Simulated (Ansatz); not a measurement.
Run this with Ansatz 0.2.0 through its Python package and show what comes out.

Script `clfh2osi.py`:
```python
"""X-H bond energies and deprotonation of ClFH2OSi without relaxation."""

import ansatz
from ase import Atoms


def energy(molecule, charge=0, unpaired=0):
    calc = (
        molecule.calculation()
        .basis(gaussian="cc-pVDZ")
        .functional("pbe")
    )
    if charge:
        calc = calc.charge(charge)
    if unpaired:
        calc = calc.spin("collinear", total=unpaired)
    report = calc.run(threads=1, backend="cpu").report
    if report["published_state_doubts"]:
        print("  doubts:", report["published_state_doubts"])
    return report["free_energy_ev"]

def without(molecule, index):
    rest = ansatz.Crystal.molecule()
    for i, site in enumerate(molecule.cartesian_sites):
        if i != index:
            rest = rest.atom(site.symbol, site.position_ang)
    return rest

atoms = Atoms(["O", "Si", "F", "Cl", "H", "H"], positions=[
    (-0.9004, 0.2588, -0.8629),
    (0.3844, 0.1151, 0.0796),
    (0.0282, 0.7701, 1.4901),
    (0.6965, -1.8876, 0.2839),
    (-1.7592, -0.053, -0.4974),
    (1.5925, 0.7326, -0.5394),
])
system = ansatz.Crystal.molecule_from_ase(atoms)

whole = energy(system, 0)
hydrogen = energy(ansatz.Crystal.molecule().atom("H", (0, 0, 0)), 0, 1)
print(f"E(molecule) = {whole:.5f} eV, E(H) = {hydrogen:.5f} eV")
for index in [4, 5]:
    radical = energy(without(system, index), 0, 1)
    print(f"H{index}: homolysis {96.485332 * (radical + hydrogen - whole):.1f} kJ/mol")
    anion = energy(without(system, index), -1)
    print(f"H{index}: loss of a proton {96.485332 * (anion - whole):.1f} kJ/mol")
```

```console
$ python clfh2osi.py
E(molecule) = -25186.69429 eV, E(H) = -13.56836 eV
H4: homolysis 507.7 kJ/mol
H4: loss of a proton 1512.8 kJ/mol
H5: homolysis 394.3 kJ/mol
H5: loss of a proton 1621.9 kJ/mol
```

What to keep in mind:
- Total energies depend on the basis set; only differences at equal settings carry meaning.
- The geometry is a force-field or estimated start, not a minimum of this method, and the basis set is short of its limit. All parts are taken at fixed geometry, without zero-point energy.
- This functional overbinds, so such energies come out a few per cent too high (LDA far more).
- Anions want diffuse functions, which this basis lacks.
- Hardware and time: 14 s on 1 thread of Arm Neoverse V1, with other jobs on the host, peak memory 0.22 GiB.

(Lines on the test bed's own set-up are left out of the output.)
